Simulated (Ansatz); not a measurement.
# BrH3Si: the cost of one run

Program: Ansatz 0.2.0, Gaussian basis. Level of theory: the settings change from run to run. These are calculated values, not measurements.

### Step 1. The relaxed structure

The structure was relaxed beforehand with PBE0-D4 in a triple-zeta def2 set.

SMILES `[SiH3]Br`, 5 atoms, charge 0, spin multiplicity 1.

Atoms are counted from 1 here; the program's logs count them from 0.

Bond lengths: Si1–Br2 2.219 Å, Si1–H3 1.481 Å, Si1–H4 1.481 Å, Si1–H5 1.481 Å. Angles: Br2–Si1–H3 108.4°, Br2–Si1–H4 108.4°, Br2–Si1–H5 108.4°, H3–Si1–H4 110.5°, H3–Si1–H5 110.5°, H4–Si1–H5 110.5°.

### Step 2. CCSD(T)/pcseg-2

in.yaml reads:

```yaml
crystal:
  periodic: [false, false, false]
  atoms:
    - {symbol: Si, position_ang: [-0.137371, 0.041368, -0.051466]}
    - {symbol: Br, position_ang: [1.862942, -0.720272, 0.534893]}
    - {symbol: H, position_ang: [-1.054536, -0.119587, 1.099575]}
    - {symbol: H, position_ang: [-0.615852, -0.745957, -1.210421]}
    - {symbol: H, position_ang: [-0.005282, 1.470747, -0.413982]}
basis:
  gaussian: {orbitals: pcseg-2}
hamiltonian: {xc: {name: HF}}
correlation: {method: ccsd_t}
```

Started as:

```bash
ansatz run in.yaml --threads 4 --pin off --events-out ev --progress --plain --max-ram 10444MiB
```

Q: Estimate wall time and peak memory on 4 threads of Arm Neoverse V1, shared host.

About 4.2 s, with a peak of 0.49 GiB.
